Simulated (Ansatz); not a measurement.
# ZnF: the cost of one run

Method: DFT PBE, scalar-relativistic, plane waves, PAW, in Ansatz 0.2.0.

3 further runs of the same task are left out: 3 set aside as unsound or not needed.

### Step 1. Starting point

The structure is hexagonal, space group P6_3mc (No. 186). Conventional cell: a = 3.396 Å, b = 3.396 Å, c = 5.438 Å, α = 90.00°, β = 90.00°, γ = 120.00°. Zn (site symmetry 3m) is surrounded by 4 F at 2.06 to 2.08 Å. F (site symmetry 3m) is surrounded by 4 Zn at 2.06 to 2.08 Å.

Coordinates:

```xyz
4
Lattice="3.3956 0.0000 0.0000 -1.6978 2.9407 0.0000 0.0000 0.0000 5.4379" Properties=species:S:1:pos:R:3 pbc="T T T"
Zn    0.0000    1.9605    0.0000
Zn    1.6978    0.9802    2.7190
F     0.0000    1.9605    2.0778
F     1.6978    0.9802    4.7968
```

This is candidate A: wurtzite type (P6_3mc, No. 186).

(A quick probe on a coarse mesh, which set the mesh and smearing, is not shown.)

### Step 3. Rough relaxation on the coarse mesh (candidate A)

File input.yaml:

```yaml
crystal:
  lattice:
    - [3.395602053, 0.0, 0.0]
    - [-1.6978010264, 2.940677639, 0.0]
    - [0.0, 0.0, 5.4379395897]
  atoms:
    - { symbol: Zn, position: [0.3333333333, 0.6666666667, 0.0] }
    - { symbol: Zn, position: [0.6666666667, 0.3333333333, 0.5] }
    - { symbol: F, position: [0.3333333333, 0.6666666667, 0.3821] }
    - { symbol: F, position: [0.6666666667, 0.3333333333, 0.8821] }
basis:
  ecutwfc: 420
kpoints:
  mp_grid: { grid: [6, 6, 4] }
hamiltonian:
  xc: pbe
scf:
  occupations: { method: gaussian, width: 0.1 }
  lower_state_search: "off"
output:
  forces: true
  stress: true
  eigenvalues: true
relax:
  adjacent_minimum: "off"
  f_tol: 0.04
  max_steps: 70
  cell: { stress_tol: 0.4 }
```

Started as:

```
> ansatz run input.yaml --threads 1 --pin off --max-ram 2560MiB --backend cpu --events-out ev --progress --plain --runs-dir out
```

**Question.** How long does this run take on 1 thread of Intel Xeon Platinum 8259CL at 2.50GHz (Skylake/Cascade Lake), shared host, and how much memory does it need?

About 24 s, with a peak of 0.42 GiB.
